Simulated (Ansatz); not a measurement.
**BrClGeH2: how energies converge with the basis set**

Aim: see how fast density functionals converge with the basis set for BrClGeH2.

Method: one geometry, several basis sets; program: Ansatz 0.2.0, Gaussian basis.

Plan: PBE0-D4/def2-SVP; ωB97M-V/def2-SVP; PBE0-D4/def2-QZVPP; ωB97M-V/def2-QZVPP; the functionals' def2-TZVPP values are taken from earlier runs.

### Step 1. The relaxed structure

The geometry comes from an earlier relaxation with PBE0-D4 in a triple-zeta def2 set; it is a stationary point.

5 atoms, charge 0, spin multiplicity 1.

Atoms are counted from 1 here; the program's logs count them from 0.

Bond lengths: Cl1–Ge2 2.141 Å, Ge2–Br3 2.293 Å, Ge2–H4 1.529 Å, Ge2–H5 1.529 Å. Angles: Cl1–Ge2–Br3 108.7°, Cl1–Ge2–H4 108.0°, Cl1–Ge2–H5 108.0°, Br3–Ge2–H4 108.3°, Br3–Ge2–H5 108.3°, H4–Ge2–H5 115.4°.

### Step 2. PBE0-D4 in def2-SVP

Contents of in.yaml:

```yaml
crystal:
  periodic: [false, false, false]
  atoms:
    - {symbol: Cl, position_ang: [-1.724646, 0.413941, 1.007255]}
    - {symbol: Ge, position_ang: [0.005170, 0.029700, -0.194850]}
    - {symbol: Br, position_ang: [1.631615, -0.892834, 1.133190]}
    - {symbol: H, position_ang: [-0.380939, -0.993376, -1.263170]}
    - {symbol: H, position_ang: [0.518599, 1.368969, -0.723825]}
basis:
  gaussian: {orbitals: def2-SVP}
hamiltonian: {xc: pbe0, dispersion: d4}
output: {orbitals: {seedname: orbitals}}
```

After this run come: ωB97M-V in def2-SVP; PBE0-D4 in def2-QZVPP; ωB97M-V in def2-QZVPP.

**Question.** What will the summary of the whole plan be? Wanted: PBE0-D4: double and triple zeta above quadruple; ωB97M-V: double and triple zeta above quadruple.

The runs gave:

| quantity | value |
| --- | --- |
| PBE0-D4: double and triple zeta above quadruple | 23.06, 3.02 eV |
| ωB97M-V: double and triple zeta above quadruple | 22.85, 2.93 eV |

What this shows: For PBE0-D4 the step from double to triple zeta gains 20.03 eV and the next only 3.02 eV. These are total energies; as a rule much of such shifts cancels in differences, which this series doesn't test. The LUMO of ωB97M-V is positive and keeps falling with the basis (1.35 to 0.72 eV): an unbound level that the basis holds in place.
